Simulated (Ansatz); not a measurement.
**C3H6SSi: a ladder of functionals and wavefunction methods**

One table from this session's results is given with a row withheld; the runs are named, their logs left out.

The runs use Ansatz 0.2.0, Gaussian basis; functionals in def2-TZVPP, the program's frozen cores in correlated methods.

Plan: PBE-D4, r2SCAN-D4, PBE0-D4, B3LYP-D4, ωB97X-V, ωB97M-V, B2PLYP; CCSD(T)/def2-TZVPP; MP2/def2-QZVPP; extrapolation to the limit.

### The relaxed structure

The geometry comes from an earlier relaxation with PBE0-D4 in a triple-zeta def2 set; it is a stationary point, not always the lowest conformer.

SMILES `CC1[SiH2]C1=S`, 11 atoms, charge 0, spin multiplicity 1.

Atoms are counted from 1 here; the program's logs count them from 0.

Bond lengths: C1–C2 1.502 Å, C1–H6 1.092 Å, C1–H7 1.091 Å, C1–H8 1.093 Å, C2–Si3 1.907 Å, C2–C4 1.471 Å, C2–H9 1.099 Å, Si3–C4 1.840 Å, Si3–H10 1.479 Å, Si3–H11 1.479 Å, C4–S5 1.606 Å. Angles: C2–C1–H6 110.4°, C2–C1–H7 111.2°, C2–C1–H8 110.7°, H6–C1–H7 108.7°, H6–C1–H8 107.3°, H7–C1–H8 108.5°, C1–C2–Si3 137.3°, C1–C2–C4 122.1°, C1–C2–H9 114.3°, Si3–C2–C4 64.5°, Si3–C2–H9 98.2°, C4–C2–H9 110.6°, C2–Si3–C4 46.2°, C2–Si3–H10 124.2°, C2–Si3–H11 113.4°, C4–Si3–H10 117.8°, C4–Si3–H11 123.6°, H10–Si3–H11 114.7° and more.

Set-up of the first run:

Contents of in.yaml:

```yaml
crystal:
  periodic: [false, false, false]
  atoms:
    - {symbol: C, position_ang: [-1.246223, 0.222669, 0.860700]}
    - {symbol: C, position_ang: [-0.129736, -0.426741, 0.094290]}
    - {symbol: Si, position_ang: [1.695537, -0.052006, -0.310490]}
    - {symbol: C, position_ang: [0.151552, -0.094409, -1.311219]}
    - {symbol: S, position_ang: [-0.689740, 0.580526, -2.500585]}
    - {symbol: H, position_ang: [-1.236854, 1.303194, 0.704405]}
    - {symbol: H, position_ang: [-1.158922, 0.023511, 1.930213]}
    - {symbol: H, position_ang: [-2.216309, -0.147176, 0.517894]}
    - {symbol: H, position_ang: [-0.034679, -1.508902, 0.261667]}
    - {symbol: H, position_ang: [2.342920, 1.260529, -0.094780]}
    - {symbol: H, position_ang: [2.587854, -1.218095, -0.131595]}
basis:
  gaussian: {orbitals: def2-TZVPP}
hamiltonian: {xc: pbe, dispersion: d4}
output: {forces: true, orbitals: {seedname: orbitals}}
```

On the command line:

```sh
> ansatz run in.yaml --threads 4 --pin off --events-out ev --progress --plain --max-ram 10444MiB
```

Among the steps run: PBE-D4 (GGA); r2SCAN-D4 (meta-GGA); PBE0-D4 (hybrid); B3LYP-D4 (hybrid); ωB97X-V (range-separated); ωB97M-V (range-separated); B2PLYP (double hybrid); CCSD(T) in def2-TZVPP; MP2 in def2-QZVPP.

One of the session's tables, all rows but one given; the rest of the session is left out.

```
            method  atomisation energy (kJ/mol)
            PBE-D4                       4168.0
         r2SCAN-D4                       4085.1
           PBE0-D4                       4090.8
          B3LYP-D4                       4053.5
           ωB97X-V                       4064.5
           ωB97M-V                       4068.8
            B2PLYP                            ?
     HF/def2-TZVPP                       2904.9
    MP2/def2-TZVPP                       4009.1
   CCSD/def2-TZVPP                       3861.7
CCSD(T)/def2-TZVPP                       3939.3
           MP2/CBS                       4117.3
       CCSD(T)/CBS                       4047.5
```

Estimate the missing values for B2PLYP.

As computed: atomisation energy (kJ/mol): 4006.3. In the column «atomisation energy (kJ/mol)» it lies between CCSD(T)/def2-TZVPP (3939.3) and MP2/def2-TZVPP (4009.1).

To keep in mind: Free atoms (3 C, 1 Si, 1 S, 6 H) were run apart at each level; the atomisation energy is their sum less the molecule, without zero-point or spin-orbit terms.
